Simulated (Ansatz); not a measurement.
# CH₃F₂OSb: small, medium and large basis sets

An exercise on one series of results from a longer session: the logs are not shown, and one member is left open.

Computed with Ansatz 0.2.0, Gaussian basis. Level: one geometry, several basis sets.

The runs, in order: PBE0-D4/def2-SVP; ωB97M-V/def2-SVP; PBE0-D4/def2-QZVPP; ωB97M-V/def2-QZVPP; the functionals' def2-TZVPP values are taken from earlier runs.

## The relaxed structure

All runs share one geometry, relaxed beforehand with PBE0-D4 in a triple-zeta def2 set. Sb takes the def2 core potential; no spin-orbit term is included.

SMILES `C[O][Sb]([F])[F]`, 8 atoms, charge 0, spin multiplicity 1.

Atoms are counted from 1 here; the program's logs count them from 0.

Bond lengths: C1–O2 1.421 Å, C1–H6 1.093 Å, C1–H7 1.091 Å, C1–H8 1.093 Å, O2–Sb3 1.915 Å, Sb3–F4 1.903 Å, Sb3–F5 1.903 Å. Angles: O2–C1–H6 111.3°, O2–C1–H7 107.3°, O2–C1–H8 111.3°, H6–C1–H7 109.0°, H6–C1–H8 108.9°, H7–C1–H8 109.0°, C1–O2–Sb3 123.0°, O2–Sb3–F4 96.7°, O2–Sb3–F5 96.7°, F4–Sb3–F5 92.5°.

Set-up of the first run:

File in.yaml:

```yaml
crystal:
  periodic: [false, false, false]
  atoms:
    - {symbol: C, position_ang: [-0.360568, -0.642329, 0.798109]}
    - {symbol: O, position_ang: [0.855497, -0.673628, 0.064541]}
    - {symbol: Sb, position_ang: [1.269419, 0.579163, -1.323995]}
    - {symbol: F, position_ang: [-0.405696, 0.476790, -2.221665]}
    - {symbol: F, position_ang: [0.757192, 2.144478, -0.370208]}
    - {symbol: H, position_ang: [-0.469504, 0.298139, 1.344772]}
    - {symbol: H, position_ang: [-0.330167, -1.467009, 1.512232]}
    - {symbol: H, position_ang: [-1.224072, -0.772703, 0.140415]}
basis:
  gaussian: {orbitals: def2-SVP}
hamiltonian: {xc: pbe0, dispersion: d4}
output: {orbitals: {seedname: orbitals}}
```

On the command line:

```
$ ansatz run in.yaml --threads 4 --pin off --events-out ev --progress --plain --max-ram 10444MiB
```

Steps of the session up to this table: PBE0-D4 in def2-SVP; ωB97M-V in def2-SVP; PBE0-D4 in def2-QZVPP; ωB97M-V in def2-QZVPP.

One table of the session follows, with a row left open; its other results are not shown here.

It belongs to the step «Density functionals: the series». 

```
functional       basis  HOMO (eV)
   PBE0-D4    def2-SVP          ?
   PBE0-D4  def2-TZVPP      -8.62
   PBE0-D4  def2-QZVPP      -8.65
   ωB97M-V    def2-SVP     -10.85
   ωB97M-V  def2-TZVPP     -11.04
   ωB97M-V  def2-QZVPP     -11.07
```

Estimate the missing values for PBE0-D4, def2-SVP.

As computed: HOMO (eV): -8.46. In the column «HOMO (eV)» it is the highest.
